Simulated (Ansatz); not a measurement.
# ZrF2 (triplet): from a generated start to a stationary point

Aim: relax a generated start of ZrF2 (triplet) and see which bonds hold.

Program: Ansatz 0.2.0, Gaussian basis. Level of theory: UKS PBE0/def2-TZVP. These are calculated values, not measurements.

### Step 1. The system as given

3 atoms, charge 0, spin multiplicity 3.

Atoms are counted from 1 here; the program's logs count them from 0.

Bond lengths: Zr1–F2 1.852 Å, Zr1–F3 1.852 Å. Angles: F2–Zr1–F3 149.0°.

The start was built by rule and, where that kept it together, relaxed with GFN2-xTB. Sticks and bond lists go by distance. No spin-orbit coupling is included. Elements past krypton take def2 core potentials.

### Step 2. Relaxation

The input, in.yaml:

```yaml
crystal:
  periodic: [false, false, false]
  atoms:
    - {symbol: Zr, position_ang: [0.004543, 0.000156, -0.145258]}
    - {symbol: F, position_ang: [-0.023568, 1.784464, 0.350259]}
    - {symbol: F, position_ang: [0.001754, -1.785213, 0.347219]}
basis:
  gaussian: {orbitals: def2-TZVP}
magnetization: {spin_polarized: true, initial_magnetization: 2}
hamiltonian: {xc: pbe0}
relax: {f_tol: 0.004, max_steps: 80}
```

Run with:

```
$ ansatz run in.yaml --threads 1 --pin off --events-out ev --progress --plain --max-ram 2176MiB
```

Before running it: what results should come out? Wanted: energy gained; shift from the start; total energy; dipole moment; ⟨S²⟩.

As calculated:

| quantity | value |
| --- | --- |
| steps | 6 |
| energy gained | 0.173 eV |
| shift from the start (rms) | 0.121 Å |
| total energy | -6713.4691 eV |
| dipole moment | 1.70 D |
| ⟨S²⟩ | 2.003 |

In words: The bonds of the start are those of the end. Zr1–F3 went from 1.852 to 1.909 Å. No vibrations were run, so this is a stationary point, not a proven minimum, and this spin need not be the ground state's.
